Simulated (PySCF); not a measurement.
# C3H9BSSi: the cost of one run

Computed with PySCF 2.14.0, with density-fitted response routines of our own, on a single molecule in the gas phase. Atoms count from 0, in the outputs and in this text.

## 1. Starting geometry

15 atoms, charge 0, multiplicity 1; geometry from: GFN2-xTB.

Bonds of the start (Å): C0–C1 1.32, C1–C2 1.49, C1–S3 1.80, S3–B4 1.76, B4–Si5 1.97, C0–H6 1.08, C0–H7 1.08, C2–H8 1.09, C2–H9 1.09, C2–H10 1.09, B4–H11 1.17, Si5–H12 1.47, Si5–H13 1.47, Si5–H14 1.47.

## 2. Excited states and response: wB97X-D/def2-SVPD

The job: settings as JSON, then the geometry in Å.

```
{"job": {"kind": "uv", "xc": "wB97X-D", "basis": "def2-SVPD", "nstates": 8, "ntriplets": 3}, "charge": 0, "multiplicity": 1}
C     -1.696546    -0.665720     0.880949
C     -1.377939     0.342500     0.089821
C     -2.350305     1.199050    -0.648630
S      0.330202     0.871854    -0.140414
B      1.270506    -0.589936    -0.394019
Si     3.212517    -0.430588    -0.654935
H     -2.723714    -0.961239     1.016360
H     -0.957718    -1.239703     1.412775
H     -3.372632     0.915317    -0.412265
H     -2.193478     1.105619    -1.722744
H     -2.194453     2.243264    -0.382175
H      0.688131    -1.607267    -0.410866
H      3.775713    -1.513104    -1.475608
H      3.636364     0.817293    -1.305075
H      3.948937    -0.479351     0.619258
```

Method: TDDFT wB97X-D/def2-SVPD, vertical, gas phase, core orbitals frozen in the response.

Run with:

```bash
OMP_NUM_THREADS=1 python probes_run.py task.json out
```

The driver reads the jobs from task.json and runs them one after another.

**Question.** How long does this job take on 1 thread of Arm Neoverse N1, shared host, and how much memory does it need?

About 72 s, with a peak of 0.85 GiB.
